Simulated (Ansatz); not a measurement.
**C2H7FOSi: up Jacob's ladder to CCSD(T)**

Aim: compute C2H7FOSi with functionals from several rungs and with coupled cluster. The yardstick is the atomisation energy at the CCSD(T) limit.

Method: functionals in def2-TZVPP, the program's frozen cores in correlated methods; program: Ansatz 0.2.0, Gaussian basis.

The runs, in order: PBE-D4, r2SCAN-D4, PBE0-D4, B3LYP-D4, ωB97X-V, ωB97M-V, B2PLYP; CCSD(T)/def2-TZVPP; MP2/def2-QZVPP; extrapolation to the limit.

## (1) The geometry

An earlier PBE0-D4 in a triple-zeta def2 set relaxation fixed the geometry.

SMILES `FCOC[SiH3]`, 12 atoms, charge 0, spin multiplicity 1.

Atoms are counted from 1 here; the program's logs count them from 0.

Bond lengths: F1–C2 1.388 Å, C2–O3 1.359 Å, C2–H6 1.091 Å, C2–H7 1.099 Å, O3–C4 1.426 Å, C4–Si5 1.904 Å, C4–H8 1.093 Å, C4–H9 1.100 Å, Si5–H10 1.483 Å, Si5–H11 1.490 Å, Si5–H12 1.483 Å. Angles: F1–C2–O3 111.1°, F1–C2–H6 107.4°, F1–C2–H7 106.1°, O3–C2–H6 107.8°, O3–C2–H7 112.5°, H6–C2–H7 111.9°, C2–O3–C4 115.0°, O3–C4–Si5 116.4°, O3–C4–H8 105.4°, O3–C4–H9 109.8°, Si5–C4–H8 107.9°, Si5–C4–H9 110.2°, H8–C4–H9 106.7°, C4–Si5–H10 110.3°, C4–Si5–H11 105.7°, C4–Si5–H12 112.5°, H10–Si5–H11 109.3°, H10–Si5–H12 110.5° and more.

As a file:

```
F     0.2614    1.8873   -0.4460
C    -0.0225    1.5309    0.8653
O    -0.8735    0.4719    0.9101
C    -0.2937   -0.7812    0.5550
Si    0.1758   -1.0073   -1.2766
H    -0.5220    2.3800    1.3342
H     0.9449    1.3124    1.3381
H    -1.0499   -1.5302    0.8018
H     0.5751   -0.9856    1.1977
H    -0.9137   -0.5120   -2.1528
H     0.3365   -2.4757   -1.4744
H     1.4586   -0.3457   -1.6184
```

## (2) PBE-D4 (GGA)

in.yaml

```yaml
crystal:
  periodic: [false, false, false]
  atoms:
    - {symbol: F, position_ang: [0.261438, 1.887308, -0.446023]}
    - {symbol: C, position_ang: [-0.022467, 1.530880, 0.865251]}
    - {symbol: O, position_ang: [-0.873455, 0.471947, 0.910140]}
    - {symbol: C, position_ang: [-0.293737, -0.781177, 0.554992]}
    - {symbol: Si, position_ang: [0.175763, -1.007258, -1.276589]}
    - {symbol: H, position_ang: [-0.522042, 2.379988, 1.334188]}
    - {symbol: H, position_ang: [0.944928, 1.312413, 1.338069]}
    - {symbol: H, position_ang: [-1.049894, -1.530170, 0.801824]}
    - {symbol: H, position_ang: [0.575101, -0.985641, 1.197701]}
    - {symbol: H, position_ang: [-0.913718, -0.511956, -2.152764]}
    - {symbol: H, position_ang: [0.336488, -2.475748, -1.474427]}
    - {symbol: H, position_ang: [1.458593, -0.345685, -1.618363]}
basis:
  gaussian: {orbitals: def2-TZVPP}
hamiltonian: {xc: pbe, dispersion: d4}
output: {forces: true, orbitals: {seedname: orbitals}}
```

Started as:

```
$ ansatz run in.yaml --threads 4 --pin off --events-out ev --progress --plain --max-ram 10444MiB
```

Further steps of the session: r2SCAN-D4 (meta-GGA); PBE0-D4 (hybrid); B3LYP-D4 (hybrid); ωB97X-V (range-separated); ωB97M-V (range-separated); B2PLYP (double hybrid); CCSD(T) in def2-TZVPP; MP2 in def2-QZVPP.

Before running them: what should the planned runs give, taken together? Wanted: atomisation energy, CCSD(T)/CBS; farthest; mean size of error, hybrid; mean size of error, range-separated; gap, smallest and largest; T1 diagnostic; triples share of the correlation energy.

The runs gave:

| quantity | value |
| --- | --- |
| atomisation energy, CCSD(T)/CBS | 4268.8 kJ/mol |
| functionals within 21.3 kJ/mol (0.5 %) | r2SCAN-D4, PBE0-D4, B3LYP-D4, ωB97X-V, ωB97M-V |
| farthest | PBE-D4 (+68.9 kJ/mol) |
| mean size of error, hybrid | 9.4 kJ/mol |
| mean size of error, range-separated | 13.6 kJ/mol |
| gap, smallest and largest | 6.40 eV (PBE-D4), 12.95 eV (ωB97X-V) |
| T1 diagnostic | 0.0120 |
| triples share of the correlation energy | 3.4 % |

**Reading.** PBE-D4 is off by +68.9 kJ/mol. Double hybrids carry the basis error of their MP2 part in triple zeta, and no dispersion term here, so their miss is partly the set-up's. The reference freezes the cores and leaves out relativity and excitations past (T), so misses under about 21.3 kJ/mol can't be ranked. Hartree-Fock recovers 72 % of the binding; the rest is correlation. Orbital gaps span 6.4 to 12.9 eV; exact exchange widens them.
